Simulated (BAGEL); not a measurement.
# A workflow on C3H5Ga (SMILES C#[C][GaH][CH3])

We compute a single-point energy (HF/6-31G*), then a single-point energy (NEVPT2(2,2)/6-31G*), then a single-point energy (CASPT2(2,2)/6-31G*) of C3H5Ga. 

The calculation is run with BAGEL 1.2.2.

1 further run of the same task is left out (set aside as unsound or not needed).

**1. Starting point**

The species is C3H5Ga (9 atoms), meant as a singlet with charge 0. SMILES: `C#[C][GaH][CH3]`. The Ga3–H6 distance was set to 2.112 Å, away from the relaxed value.

Bond lengths: C1–C2 1.210 Å, C2–Ga3 1.925 Å, Ga3–C4 1.958 Å, C1–H5 1.066 Å, C4–H7 1.093 Å, C4–H8 1.090 Å, C4–H9 1.094 Å. Angles: C1–C2–Ga3 179.3°, C2–Ga3–C4 117.4°, C2–C1–H5 179.8°, Ga3–C4–H7 109.9°, Ga3–C4–H8 112.6°, Ga3–C4–H9 109.4°, H7–C4–H8 109.1°, H7–C4–H9 106.9°, H8–C4–H9 108.7°.

**2. The energy at HF/6-31G(d) (density fitting with svp-jkfit, spherical functions) (run 1)**

Contents of hf.json:

```json
{ "bagel": [

{
  "title": "molecule",
  "basis": "6-31gs.json",
  "df_basis": "svp-jkfit",
  "geometry": [
    { "atom": "C", "xyz": [     2.68410085,     0.76837965,    -4.71080755 ] },
    { "atom": "C", "xyz": [     1.64720812,     0.63307526,    -2.67765121 ] },
    { "atom": "Ga", "xyz": [    -0.01801854,     0.37985196,     0.54716642 ] },
    { "atom": "C", "xyz": [    -2.10597693,    -2.61290730,     1.15698104 ] },
    { "atom": "H", "xyz": [     3.60061802,     0.89366849,    -6.50113408 ] },
    { "atom": "H", "xyz": [     0.55293386,     3.36957065,     3.12844160 ] },
    { "atom": "H", "xyz": [    -1.00105407,    -4.32254253,     0.80870452 ] },
    { "atom": "H", "xyz": [    -2.86016663,    -2.67678005,     3.07240744 ] },
    { "atom": "H", "xyz": [    -3.68370928,    -2.63369429,    -0.17792149 ] }
  ]
},

{ "title": "hf" },

{ "title": "print", "file": "orbitals.molden", "orbitals": true }

]}
```

The basis set 6-31G* is read from a file made from the Basis Set Exchange's data (not shown).

Started as:

```bash
$ BAGEL_NUM_THREADS=1 BAGEL hf.json > hf.out
```

Output:

```text
* using 1 threads per process

  ===============================================================
  ===============================================================

  *** Geometry ***

  { "atom" : "C", "xyz" : [      2.684101,      0.768380,     -4.710808 ] },
  { "atom" : "C", "xyz" : [      1.647208,      0.633075,     -2.677651 ] },
  { "atom" : "Ga", "xyz" : [     -0.018019,      0.379852,      0.547166 ] },
  { "atom" : "C", "xyz" : [     -2.105977,     -2.612907,      1.156981 ] },
  { "atom" : "H", "xyz" : [      3.600618,      0.893668,     -6.501134 ] },
  { "atom" : "H", "xyz" : [      0.552934,      3.369571,      3.128442 ] },
  { "atom" : "H", "xyz" : [     -1.001054,     -4.322543,      0.808705 ] },
  { "atom" : "H", "xyz" : [     -2.860167,     -2.676780,      3.072407 ] },
  { "atom" : "H", "xyz" : [     -3.683709,     -2.633694,     -0.177921 ] },

  Number of auxiliary basis functions:      581

  Since a DF basis is specified, we compute 2- and 3-index integrals:
    o Being stored without compression. Storage requirement is 0.033 GB

  Number of basis functions:       84
  Number of electrons      :       54

    * METHOD: MOLECULE                             0.39

  *** RHF ***

  === Nuclear Repulsion ===
   211.9548416820

      * DIIS with orbital gradients will be used.

  === RHF iteration (6-31gs.json) ===
      0      -2039.23823253          0.01484664           0.10
      1      -2039.34680672          0.00683744           0.09
      2      -2039.36674873          0.00183929           0.10
      3      -2039.36844975          0.00068569           0.10
      4      -2039.36867439          0.00011238           0.10
      5      -2039.36868398          0.00005678           0.10
      6      -2039.36868699          0.00003098           0.09
      7      -2039.36868902          0.00001497           0.10
      8      -2039.36868957          0.00000635           0.10
      9      -2039.36868964          0.00000281           0.10
     10      -2039.36868964          0.00000129           0.10
     11      -2039.36868964          0.00000037           0.10
     12      -2039.36868964          0.00000019           0.09
     13      -2039.36868964          0.00000007           0.10
     14      -2039.36868964          0.00000003           0.10
     15      -2039.36868964          0.00000002           0.10
     16      -2039.36868964          0.00000001           0.10
     17      -2039.36868964          0.00000001           0.09
    * SCF iteration converged.

    * Permanent dipole moment:
           (    0.167376,     0.619393,     0.432508) a.u.

    * METHOD: HF                                   2.02

    * METHOD: PRINT                                0.02

  ===============================================================
```

Run time: 2.6 s. Hardware: 1 thread of Arm Neoverse V1, shared host; peak memory 0.15 GiB.

**3. A single-point energy at NEVPT2(2,2)/6-31G(d) (density fitting with svp-jkfit, spherical functions) (run 2)**

Contents of input.json:

```json
{ "bagel" : [

{
  "title" : "molecule",
  "basis" : "6-31gs.json",
  "df_basis" : "svp-jkfit",
  "geometry" : [
    { "atom" : "C", "xyz" : [  2.68410085,  0.76837965, -4.71080755 ] },
    { "atom" : "C", "xyz" : [  1.64720812,  0.63307526, -2.67765121 ] },
    { "atom" : "Ga", "xyz" : [ -0.01801854,  0.37985196,  0.54716642 ] },
    { "atom" : "C", "xyz" : [ -2.10597693, -2.61290730,  1.15698104 ] },
    { "atom" : "H", "xyz" : [  3.60061802,  0.89366849, -6.50113408 ] },
    { "atom" : "H", "xyz" : [  0.55293386,  3.36957065,  3.12844160 ] },
    { "atom" : "H", "xyz" : [ -1.00105407, -4.32254253,  0.80870452 ] },
    { "atom" : "H", "xyz" : [ -2.86016663, -2.67678005,  3.07240744 ] },
    { "atom" : "H", "xyz" : [ -3.68370928, -2.63369429, -0.17792149 ] }
  ]
},
{
  "title" : "hf",
  "charge" : 0
},
{
  "title" : "casscf",
  "nstate" : 1,
  "nact" : 2,
  "nclosed" : 26,
  "charge" : 0,
  "active" : [27, 31],
  "maxiter" : 200,
  "natocc" : true
},
{
  "title" : "nevpt2",
  "nstate" : 1,
  "nact" : 2,
  "nclosed" : 26,
  "charge" : 0,
  "active" : [27, 31],
  "maxiter" : 200,
  "natocc" : true,
  "ncore" : 12
},
{
  "title" : "print",
  "file" : "orbitals.molden",
  "orbitals" : true
}

]}
```

The basis set 6-31G* is read from a file made from the Basis Set Exchange's data (not shown).

Started as:

```bash
$ BAGEL_NUM_THREADS=1 BAGEL input.json > input.out
```

Output:

```text
* using 1 threads per process

  ===============================================================
  ===============================================================

  *** Geometry ***

  { "atom" : "C", "xyz" : [      2.684101,      0.768380,     -4.710808 ] },
  { "atom" : "C", "xyz" : [      1.647208,      0.633075,     -2.677651 ] },
  { "atom" : "Ga", "xyz" : [     -0.018019,      0.379852,      0.547166 ] },
  { "atom" : "C", "xyz" : [     -2.105977,     -2.612907,      1.156981 ] },
  { "atom" : "H", "xyz" : [      3.600618,      0.893668,     -6.501134 ] },
  { "atom" : "H", "xyz" : [      0.552934,      3.369571,      3.128442 ] },
  { "atom" : "H", "xyz" : [     -1.001054,     -4.322543,      0.808705 ] },
  { "atom" : "H", "xyz" : [     -2.860167,     -2.676780,      3.072407 ] },
  { "atom" : "H", "xyz" : [     -3.683709,     -2.633694,     -0.177921 ] },

  Number of auxiliary basis functions:      581

  Since a DF basis is specified, we compute 2- and 3-index integrals:
    o Being stored without compression. Storage requirement is 0.033 GB

  Number of basis functions:       84
  Number of electrons      :       54

    * METHOD: MOLECULE                             0.39

  *** RHF ***

  === Nuclear Repulsion ===
   211.9548416820

      * DIIS with orbital gradients will be used.

  === RHF iteration (6-31gs.json) ===
      0      -2039.23823253          0.01484664           0.10
      1      -2039.34680672          0.00683744           0.10
      2      -2039.36674873          0.00183929           0.10
      3      -2039.36844975          0.00068569           0.10
      4      -2039.36867439          0.00011238           0.10
      5      -2039.36868398          0.00005678           0.10
      6      -2039.36868699          0.00003098           0.09
      7      -2039.36868902          0.00001497           0.10
      8      -2039.36868957          0.00000635           0.10
      9      -2039.36868964          0.00000281           0.10
     10      -2039.36868964          0.00000129           0.10
     11      -2039.36868964          0.00000037           0.09
     12      -2039.36868964          0.00000019           0.10
     13      -2039.36868964          0.00000007           0.10
     14      -2039.36868964          0.00000003           0.10
     15      -2039.36868964          0.00000002           0.10
     16      -2039.36868964          0.00000001           0.10
     17      -2039.36868964          0.00000001           0.10
    * SCF iteration converged.

    * Permanent dipole moment:
           (    0.167376,     0.619393,     0.432508) a.u.

    * METHOD: HF                                   2.04

  ---------------------------
      CASSCF calculation
  ---------------------------

    ==== Active orbitals : =====
         Orbital 27
         Orbital 31
    ============================

    * nstate   :      1
    * nclosed  :     26
    * nact     :      2
    * nvirt    :     56
  === CASSCF iteration (6-31gs.json) ===

    * Using the second-order algorithm

      0  0     -2039.36882554     4.25e-05      0.03

      1  0     -2039.37168511     5.45e-04      0.44

      2  0     -2039.38874786     1.08e-03      0.48

      3  0     -2039.39255535     5.76e-04      0.55

      4  0     -2039.39288708     2.25e-04      0.52

      5  0     -2039.39291258     7.00e-05      0.57

      6  0     -2039.39291456     2.01e-05      0.55

      7  0     -2039.39291471     5.63e-06      0.57

      8  0     -2039.39291472     1.57e-06      0.56

      9  0     -2039.39291472     4.35e-07      0.57

     10  0     -2039.39291472     1.21e-07      0.51

     11  0     -2039.39291472     3.34e-08      0.49

     12  0     -2039.39291472     9.29e-09      0.45

    * Second-order optimization converged. *

     guess   0:   closed 1.                   open ..

  === FCI iteration ===

      0  0     -2039.36788472     6.55e-02      0.00
      1  0     -2039.39291048     7.09e-04      0.00
      2  0 *   -2039.39291472     6.94e-16      0.00

     * ci vector, state   0, <S^2> = 0.0000
       2.     0.9822489295
       .2    -0.1875820902

    * METHOD: CASSCF                               6.51

    * freezing 12 orbitals

  === DF-NEVPT2 calculation ===

    * 3-index integral transformation done
    * assembly done

      NEVPT2 correlation energy:   -0.5970868698      0.20

          (+0)     -0.5716095301
          (+0)'    -0.0032345282
          (+1)     -0.0086293980
          (+1)'    -0.0000000000
          (+2)     -0.0002151738
          (-1)     -0.0110181846
          (-1)'     0.0000000000
          (-2)     -0.0023800551

      NEVPT2 total energy:       -2039.9900015947

    * METHOD: NEVPT2                               0.38

    * METHOD: PRINT                                0.02

  ===============================================================
```

Wall time 9.6 s (1 thread of Arm Neoverse V1, shared host); peak memory 0.15 GiB.

**4. The energy at CASPT2(2,2)/6-31G(d) (density fitting with svp-jkfit, spherical functions) (run 3)**

Contents of input.json:

```json
{ "bagel" : [

{
  "title" : "molecule",
  "basis" : "6-31gs.json",
  "df_basis" : "svp-jkfit",
  "geometry" : [
    { "atom" : "C", "xyz" : [     2.68410085,     0.76837965,    -4.71080755 ] },
    { "atom" : "C", "xyz" : [     1.64720812,     0.63307526,    -2.67765121 ] },
    { "atom" : "Ga", "xyz" : [    -0.01801854,     0.37985196,     0.54716642 ] },
    { "atom" : "C", "xyz" : [    -2.10597693,    -2.61290730,     1.15698104 ] },
    { "atom" : "H", "xyz" : [     3.60061802,     0.89366849,    -6.50113408 ] },
    { "atom" : "H", "xyz" : [     0.55293386,     3.36957065,     3.12844160 ] },
    { "atom" : "H", "xyz" : [    -1.00105407,    -4.32254253,     0.80870452 ] },
    { "atom" : "H", "xyz" : [    -2.86016663,    -2.67678005,     3.07240744 ] },
    { "atom" : "H", "xyz" : [    -3.68370928,    -2.63369429,    -0.17792149 ] }
  ]
},

{
  "title" : "hf"
},

{
  "title" : "casscf",
  "nstate" : 1,
  "nact" : 2,
  "nclosed" : 26,
  "active" : [27, 31],
  "maxiter" : 200,
  "natocc" : true
},

{
  "title" : "print",
  "file" : "orbitals.molden",
  "orbitals" : true
},

{
  "title" : "smith",
  "method" : "caspt2",
  "ms" : true,
  "xms" : true,
  "sssr" : true,
  "shift" : 0.2,
  "shift_imag" : true,
  "ncore" : 12
}

]}
```

The basis set 6-31G* is read from a file made from the Basis Set Exchange's data (not shown).

Started as:

```bash
$ BAGEL_NUM_THREADS=1 BAGEL input.json > input.out
```

Output:

```text
* using 1 threads per process

  ===============================================================
  ===============================================================

  *** Geometry ***

  { "atom" : "C", "xyz" : [      2.684101,      0.768380,     -4.710808 ] },
  { "atom" : "C", "xyz" : [      1.647208,      0.633075,     -2.677651 ] },
  { "atom" : "Ga", "xyz" : [     -0.018019,      0.379852,      0.547166 ] },
  { "atom" : "C", "xyz" : [     -2.105977,     -2.612907,      1.156981 ] },
  { "atom" : "H", "xyz" : [      3.600618,      0.893668,     -6.501134 ] },
  { "atom" : "H", "xyz" : [      0.552934,      3.369571,      3.128442 ] },
  { "atom" : "H", "xyz" : [     -1.001054,     -4.322543,      0.808705 ] },
  { "atom" : "H", "xyz" : [     -2.860167,     -2.676780,      3.072407 ] },
  { "atom" : "H", "xyz" : [     -3.683709,     -2.633694,     -0.177921 ] },

  Number of auxiliary basis functions:      581

  Since a DF basis is specified, we compute 2- and 3-index integrals:
    o Being stored without compression. Storage requirement is 0.033 GB

  Number of basis functions:       84
  Number of electrons      :       54

    * METHOD: MOLECULE                             0.40

  *** RHF ***

  === Nuclear Repulsion ===
   211.9548416820

      * DIIS with orbital gradients will be used.

  === RHF iteration (6-31gs.json) ===
      0      -2039.23823253          0.01484664           0.10
      1      -2039.34680672          0.00683744           0.10
      2      -2039.36674873          0.00183929           0.10
      3      -2039.36844975          0.00068569           0.10
      4      -2039.36867439          0.00011238           0.09
      5      -2039.36868398          0.00005678           0.10
      6      -2039.36868699          0.00003098           0.10
      7      -2039.36868902          0.00001497           0.09
      8      -2039.36868957          0.00000635           0.09
      9      -2039.36868964          0.00000281           0.09
     10      -2039.36868964          0.00000129           0.09
     11      -2039.36868964          0.00000037           0.09
     12      -2039.36868964          0.00000019           0.10
     13      -2039.36868964          0.00000007           0.10
     14      -2039.36868964          0.00000003           0.10
     15      -2039.36868964          0.00000002           0.09
     16      -2039.36868964          0.00000001           0.10
     17      -2039.36868964          0.00000001           0.10
    * SCF iteration converged.

    * Permanent dipole moment:
           (    0.167376,     0.619393,     0.432508) a.u.

    * METHOD: HF                                   1.99

  ---------------------------
      CASSCF calculation
  ---------------------------

    ==== Active orbitals : =====
         Orbital 27
         Orbital 31
    ============================

    * nstate   :      1
    * nclosed  :     26
    * nact     :      2
    * nvirt    :     56
  === CASSCF iteration (6-31gs.json) ===

    * Using the second-order algorithm

      0  0     -2039.36882554     4.25e-05      0.03

      1  0     -2039.37168511     5.45e-04      0.45

      2  0     -2039.38874786     1.08e-03      0.48

      3  0     -2039.39255535     5.76e-04      0.53

      4  0     -2039.39288708     2.25e-04      0.52

      5  0     -2039.39291258     7.00e-05      0.57

      6  0     -2039.39291456     2.01e-05      0.55

      7  0     -2039.39291471     5.63e-06      0.58

      8  0     -2039.39291472     1.57e-06      0.55

      9  0     -2039.39291472     4.35e-07      0.59

     10  0     -2039.39291472     1.21e-07      0.55

     11  0     -2039.39291472     3.34e-08      0.49

     12  0     -2039.39291472     9.29e-09      0.45

    * Second-order optimization converged. *

     guess   0:   closed 1.                   open ..

  === FCI iteration ===

      0  0     -2039.36788472     6.55e-02      0.00
      1  0     -2039.39291048     7.09e-04      0.00
      2  0 *   -2039.39291472     6.94e-16      0.00

     * ci vector, state   0, <S^2> = 0.0000
       2.     0.9822489295
       .2    -0.1875820902

    * METHOD: CASSCF                               6.56

    * METHOD: PRINT                                0.02

  === SMITH program ===

    * freezing 12 orbitals

    * Approximate memory requirement for SMITH calulation per MPI process:
      o Storage requirement for T-amplitude, lambda, and residual is 0.02 GB
      o Storage requirement for MO integrals is 0.01 GB
    * Calculating and saving rdm4f

    * Zeroth order energy : state  0       -0.7006208506

    * CASPT2 iteration is performed using orthogonal basis

      -------------------------------------------  CASPT2 iteration  ---------------------------------------------------
       #      aibj      arbs      arbi      airj      risj      airs      arst      rist         Etot      error   time
      ------------------------------------------------------------------------------------------------------------------

       0  -0.56945  -0.00304  -0.01134  -0.00956  -0.00033  -0.00290  -0.00000  -0.00000   -0.5966115  0.0007574   0.10
       1  -0.56961  -0.00306  -0.01135  -0.00974  -0.00036  -0.00297   0.00000  -0.00000   -0.5970798  0.0001233   0.09
       2  -0.56962  -0.00306  -0.01136  -0.00974  -0.00036  -0.00296  -0.00000  -0.00000   -0.5970897  0.0000248   0.09
       3  -0.56962  -0.00306  -0.01136  -0.00974  -0.00036  -0.00296  -0.00000   0.00000   -0.5970901  0.0000052   0.09
       4  -0.56962  -0.00306  -0.01136  -0.00974  -0.00036  -0.00296   0.00000  -0.00000   -0.5970901  0.0000009   0.09

      ------------------------------------------------------------------------------------------------------------------

    * CASPT2 energy : state  0    -2039.9934829695
        w/o shift correction      -2039.9900048253
        reference weight              0.8371258449

    * METHOD: SMITH                                0.77

  ===============================================================
```

Wall time 9.9 s (1 thread of Arm Neoverse V1, shared host); peak memory 0.21 GiB.

**5. Summary of results**

```
                               quantity           value
         run 1, HF/6-31G*: total energy  -2039.36869 Eh
        run 1, HF/6-31G*: dipole moment          1.97 D
          run 1, HF/6-31G*: HOMO energy        -9.81 eV
          run 1, HF/6-31G*: LUMO energy         1.20 eV
        run 1, HF/6-31G*: HOMO–LUMO gap        11.01 eV
run 2, NEVPT2(2,2)/6-31G*: total energy  -2039.99000 Eh
run 3, CASPT2(2,2)/6-31G*: total energy  -2039.99348 Eh
```
